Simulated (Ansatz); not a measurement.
This script makes cell relaxations under several functionals of O, space group P4/mmm with the Ansatz DFT code, driven from Python.

Input file `o.extxyz`:
```text
1
Lattice="1.77559126 0.0 0.0 0.0 1.77559126 0.0 0.0 0.0 3.0530507" Properties=species:S:1:pos:R:3 pbc="T T T"
O     0.00000000    0.00000000    0.00000000
```

`o_lattice.py`
```python
"""Relaxed cell of O under several functionals."""

import ansatz
import numpy as np

K_SPACING = 0.32
OCCUPATIONS = "methfessel_paxton"
WIDTH_EV = 0.1
CUTOFF_EV = 450

def edges_and_angles(cell):
    cell = np.asarray(cell)
    a, b, c = np.linalg.norm(cell, axis=1)
    cosines = cell[1] @ cell[2] / (b * c), cell[0] @ cell[2] / (a * c), cell[0] @ cell[1] / (a * b)
    return (a, b, c, *np.degrees(np.arccos(cosines)))

system = ansatz.Crystal.from_extxyz("o.extxyz")

calculation = (
    system.calculation()
    .kpoints(spacing=K_SPACING)
    .occupations(OCCUPATIONS, width=WIDTH_EV)
    .basis(CUTOFF_EV)
    .relax(cell=True, max_steps=30)
)

levels = [("pbesol", "none"), ("blyp", "d3bj"), ("pbesol", "d3bj")]
print("level            a       b       c    alpha   beta  gamma  V/atom  steps")
for name, dispersion in levels:
    seen = []
    run = calculation.functional(name, dispersion=dispersion).session().plan()
    out = run.execute(on_event=lambda e: seen.append(e) if e["event"] == "relax_step" else None)
    cell = out.lattice.cell_ang
    label = name if dispersion == "none" else f"{name}+{dispersion}"
    print("{:13s} {:7.4f} {:7.4f} {:7.4f} {:6.2f} {:6.2f} {:6.2f}".format(label, *edges_and_angles(cell)), f"{abs(np.linalg.det(cell)) / len(out.lattice.sites):7.3f} {len(seen):5d}")
```

Rank the levels of theory by the volume of the relaxed cell.

From smallest to largest: PBEsol+D3BJ (10.06 Å³ an atom, +4.5 % against the start), BLYP+D3BJ (10.56 Å³ an atom, +9.7 % against the start) and PBEsol (11.11 Å³ an atom, +15.4 % against the start). The spread is 10.4 % in volume.

The output:

Running `python o_lattice.py` prints:
```text
level            a       b       c    alpha   beta  gamma  V/atom  steps
pbesol         1.7766  1.7766  3.5189  90.00  90.00  90.00  11.106    25
blyp+d3bj      1.8220  1.8220  3.1806  90.00  90.00  90.00  10.558    14
pbesol+d3bj    1.7746  1.7746  3.1936  90.00  90.00  90.00  10.057    11
```

Caveats:
- BLYP and dispersion corrections can be off by several per cent in the lattices of metals, and by several GPa in the pressure at a fixed cell.
- For a metal this k-point mesh is coarse: on a finer one energies can move by several to tens of meV an atom and pressures by half a GPa or more, differences at one mesh by less.
- No spin polarisation was allowed.
- This isn't the structure that O takes at ambient conditions.
- It ran for 34 s on 1 thread of Arm Neoverse V1, on a shared host, peak memory 0.35 GiB.

(Lines on the test bed's own set-up are left out of the output.)
